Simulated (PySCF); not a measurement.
**The bond of KSn, level by level**

One table from this session's results is given with a row withheld; the runs are named, their logs left out.

The runs use PySCF 2.14.0; K def2-SVPD, Sn def2-SVPD with ECP28, scalar-relativistic core potentials.

1 further run of the same task is left out (it didn't finish).

The first run:

A driver script around PySCF takes these settings:

```json
{"atoms": "K, Sn", "charge": "0", "basis": "K def2-SVPD, Sn def2-SVPD with ECP28", "Hamiltonian": "scalar-relativistic core potentials", "basis functions": "59", "electrons treated": "41", "masses in u": "38.9637, 119.9022", "levels": "PBE0, PBE, r²SCAN, BHandHLYP, TPSS, B3LYP, HF, MP2, SCS-MP2", "grid": "80 radial by 434 angular points", "occupations": "held fixed by the projection of orbital angular momentum", "dissociation limit": "K + Sn, each in its ground configuration", "starting distance in angstrom": "3.295", "values of 2S to try": "1, 3"}
```

Started as:

```console
$ OMP_NUM_THREADS=1 python dia.py task.json out
```

Steps of the session up to this table: Set-up; First curve: PBE0; Other states along the same grid; PBE (GGA); r²SCAN; BHandHLYP; TPSS; B3LYP; UHF.

One of the session's tables, all rows but one given; the rest of the session is left out.

It belongs to the step «The curves together». Energy (eV) from each level's lowest point:

| R (Å) | UHF | UHF-MP2 | UHF-SCS-MP2 | PBE | TPSS |
| --- | --- | --- | --- | --- | --- |
| 2.832 | 0.493 | 0.416 | 0.428 | 0.325 | 0.337 |
| 2.964 | 0.249 | 0.198 | 0.205 | 0.145 | 0.152 |
| 3.095 | 0.102 | 0.072 | 0.076 | 0.046 | 0.050 |
| 3.194 | 0.039 | 0.021 | 0.024 | 0.011 | 0.012 |
| 3.293 | ? | ? | ? | ? | ? |
| 3.392 | 0.000 | 0.001 | 0.000 | 0.007 | 0.007 |
| 3.523 | 0.017 | 0.027 | 0.025 | 0.038 | 0.037 |
| 3.688 | 0.069 | 0.090 | 0.086 | 0.097 | 0.098 |
| 3.886 | 0.160 | 0.191 | 0.186 | 0.186 | 0.191 |
| 4.149 | 0.305 | 0.350 | 0.343 | 0.316 | 0.328 |

Q: Estimate the row for R (Å) = 3.293 from the others.

Worked estimate for «UHF». A straight line through the neighbours (3.194, 0.039) and (3.392, 0.000) gives 0.039 + (0.000 − 0.039) × (3.293 − 3.194) / (3.392 − 3.194) = 0.019; a parabola fitted to 4 rows on both sides gives 0.008.

As computed: UHF: 0.008; UHF-MP2: 0.000; UHF-SCS-MP2: 0.001; PBE: 0.000; TPSS: 0.000. In «UHF» the line misses by +0.011 and the parabola by 0.000.
